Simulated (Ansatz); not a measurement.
# B₂H₂F₄: a ladder of functionals and wavefunction methods

One table from this session's results is given with a row withheld; the runs are named, their logs left out.

Computed with Ansatz 0.2.0, Gaussian basis. Level: functionals in def2-TZVPP, the program's frozen cores in correlated methods.

Plan: LDA (SPW92), PBE-D4, revPBE-D4, BLYP-D4, r2SCAN-D4, B97M-V, PBE0-D4, B3LYP-D4, r2SCANh-D4, r2SCAN0-D4, HSE06-D4, BHLYP-D4, CAM-B3LYP-D4, LC-ωPBE, ωB97X-V, ωB97M-V, B2PLYP, PBE-QIDH; CCSD(T)/def2-SVP; CCSD(T)/def2-TZVPP; MP2/def2-QZVPP; extrapolation to the limit; RPA on PBE.

### Structure used throughout

All runs share one geometry, relaxed beforehand with PBE0-D4 in a triple-zeta def2 set.

SMILES `F[B@H-]1[F+][B@H-](F)[F+]1`, 8 atoms, charge 0, spin multiplicity 1.

Atoms are counted from 1 here; the program's logs count them from 0.

Bond lengths: F1–B2 1.319 Å, B2–F3 1.544 Å, B2–F6 1.545 Å, B2–H7 1.187 Å, F3–B4 1.545 Å, B4–F5 1.319 Å, B4–F6 1.544 Å, B4–H8 1.187 Å. Angles: F1–B2–F3 109.7°, F1–B2–F6 109.7°, F1–B2–H7 122.2°, F3–B2–F6 87.0°, F3–B2–H7 111.3°, F6–B2–H7 111.3°, B2–F3–B4 93.0°, F3–B4–F5 109.7°, F3–B4–F6 87.0°, F3–B4–H8 111.3°, F5–B4–F6 109.7°, F5–B4–H8 122.2°, F6–B4–H8 111.3°, B2–F6–B4 93.0°.

Set-up of the first run:

Input file in.yaml:

```yaml
crystal:
  periodic: [false, false, false]
  atoms:
    - {symbol: F, position_ang: [1.054885, -1.462216, 1.057741]}
    - {symbol: B, position_ang: [0.988942, -0.304839, 0.428948]}
    - {symbol: F, position_ang: [0.248461, -0.482636, -0.914725]}
    - {symbol: B, position_ang: [-0.988935, 0.304843, -0.428940]}
    - {symbol: F, position_ang: [-1.055012, 1.462195, -1.057766]}
    - {symbol: F, position_ang: [-0.248418, 0.482722, 0.914693]}
    - {symbol: H, position_ang: [1.932211, 0.405936, 0.310323]}
    - {symbol: H, position_ang: [-1.932144, -0.406005, -0.310264]}
basis:
  gaussian: {orbitals: def2-TZVPP}
hamiltonian: {xc: lda}
output: {orbitals: {seedname: orbitals}}
```

Started as:

```sh
$ ansatz run in.yaml --threads 4 --pin off --events-out ev --progress --plain --max-ram 10444MiB
```

Among the steps run: LDA; PBE-D4 (GGA); revPBE-D4 (GGA); BLYP-D4 (GGA); r2SCAN-D4 (meta-GGA); B97M-V (meta-GGA); B3LYP-D4 (hybrid); r2SCANh-D4 (hybrid); r2SCAN0-D4 (hybrid); HSE06-D4 (hybrid); BHLYP-D4 (hybrid); CAM-B3LYP-D4 (range-separated); LC-ωPBE (range-separated); ωB97X-V (range-separated); ωB97M-V (range-separated); B2PLYP (double hybrid); PBE-QIDH (double hybrid).

One of the session's tables, all rows but one given; the rest of the session is left out.

It belongs to the step «Orbital energies across the functionals». 

| functional | HOMO (eV) | LUMO (eV) | gap (eV) |
| --- | --- | --- | --- |
| LDA (SPW92) | -8.77 | -0.69 | 8.08 |
| PBE-D4 | -8.68 | -0.37 | 8.31 |
| revPBE-D4 | -8.63 | -0.24 | 8.40 |
| BLYP-D4 | -8.66 | -0.30 | 8.36 |
| r2SCAN-D4 | -9.12 | 0.21 | 9.33 |
| B97M-V | -9.22 | -0.02 | 9.20 |
| PBE0-D4 | -10.38 | 0.63 | 11.01 |
| B3LYP-D4 | -10.18 | 0.32 | 10.49 |
| r2SCANh-D4 | -9.74 | 0.54 | 10.28 |
| r2SCAN0-D4 | -10.67 | 1.01 | 11.68 |
| HSE06-D4 | -9.96 | 0.26 | 10.22 |
| BHLYP-D4 | -12.07 | 1.46 | 13.53 |
| CAM-B3LYP-D4 | ? | ? | ? |
| LC-ωPBE | -13.24 | 2.85 | 16.09 |
| ωB97X-V | -12.91 | 2.71 | 15.62 |
| ωB97M-V | -12.75 | 2.27 | 15.02 |

Q: Estimate the row for CAM-B3LYP-D4 from the others.

**Answer.** HOMO (eV): -11.92; LUMO (eV): 1.53; gap (eV): 13.46. In the column «HOMO (eV)» it lies between BHLYP-D4 (-12.07) and r2SCAN0-D4 (-10.67).
